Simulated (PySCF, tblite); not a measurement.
**C₄H₅BO₂S₂: geometry, infrared bands and NMR shifts**

What infrared bands and NMR shifts should C₄H₅BO₂S₂ (`OB(O)c1csc(S)c1`) show?

The runs use tblite 0.8.0 and PySCF 2.14.0, with density-fitted response routines of our own; the level of theory stands in each step. All values are computed, except where a source is named. Atoms count from 0, in the outputs and in this text.

### Step 1. The starting structure

14 atoms, charge 0, multiplicity 1; geometry from: force field or distance geometry start.

Bonds of the start (Å): O0–B1 1.48, B1–O2 1.46, B1–C3 1.60, C3–C4 1.38, C4–S5 1.85, S5–C6 1.80, C6–S7 1.79, C6–C8 1.36, C8–C3 1.34, O0–H9 0.99, O2–H10 0.99, C4–H11 1.07, S7–H12 1.40, C8–H13 1.12.

### Step 2. Optimising the geometry with GFN2-xTB

Job settings and geometry (Å):

```
{"job": {"kind": "relax", "xc": "GFN2-xTB", "basis": "xTB"}, "charge": 0, "multiplicity": 1}
O     -2.170800     1.472900     0.426400
B     -1.803800     0.151800    -0.118700
O     -2.169300     0.026100    -1.531500
C     -0.316900    -0.341400     0.187000
C     -0.096600    -1.347600     1.107700
S      1.731500    -1.600600     1.139600
C      1.985000    -0.305700    -0.089900
S      3.564500     0.226300    -0.742800
C      0.762100     0.182000    -0.414600
H     -2.236000     1.452400     1.414100
H     -2.957400    -0.570800    -1.563400
H     -0.831800    -1.880100     1.674200
H      3.867300     1.532900    -0.340700
H      0.671400     1.001400    -1.169500
```

On the command line:

```
$ OMP_NUM_THREADS=1 python probes_run.py task.json out
```

One launch serves the whole session: the jobs run in the order shown.

**Question.** This job is followed by: GFN2-xTB harmonic vibrations, gas phase; GIAO PBE0/pcSseg-1 NMR shielding, non-relativistic, gas phase. What will the session give for the following? strongest single infrared mode (GFN2-xTB); zero-point energy (GFN2-xTB); 13C shifts against TMS (PBE0/pcSseg-1); 1H shifts against TMS (PBE0/pcSseg-1, means over atoms taken as alike); 17O shifts against H2O (PBE0/pcSseg-1, means over atoms taken as alike); 11B shifts against BF3·OEt2 (PBE0/pcSseg-1); 33S shifts against CS2 (PBE0/pcSseg-1).

The runs gave:

| quantity | value |
| --- | --- |
| strongest single infrared mode (GFN2-xTB) | 1226 cm⁻¹, 456 km/mol |
| zero-point energy (GFN2-xTB) | 54.2 kcal/mol |
| 13C shifts against TMS (PBE0/pcSseg-1) | 145.0, 140.2, 138.3, 134.7 ppm |
| 1H shifts against TMS (PBE0/pcSseg-1, means over atoms taken as alike) | 7.28, 6.93, 4.36, 4.32 ppm |
| 17O shifts against H2O (PBE0/pcSseg-1, means over atoms taken as alike) | 109.7 ppm |
| 11B shifts against BF3·OEt2 (PBE0/pcSseg-1) | 22.9 ppm |
| 33S shifts against CS2 (PBE0/pcSseg-1) | 253, -21 ppm |

**Reading.** Over 156 steps the energy fell by 2.492 eV; of the close pairs, C4–S5 changed most, 1.846 to 1.721 Å. All 36 modes are real, so the xTB geometry is a minimum. The strongest single mode, at 1226 cm⁻¹, moves mainly B1. GFN2-xTB is a fitted tight-binding method: band positions and strengths are rough. Its intensities can rank the bands wrongly. At PBE0/pcSseg-1: Shielding is most anisotropic at S7 (span 523 ppm, paramagnetic term -529 ppm). NICS(1)zz of -23 ppm above the planar ring from C3 marks a diatropic (aromatic) ring current.
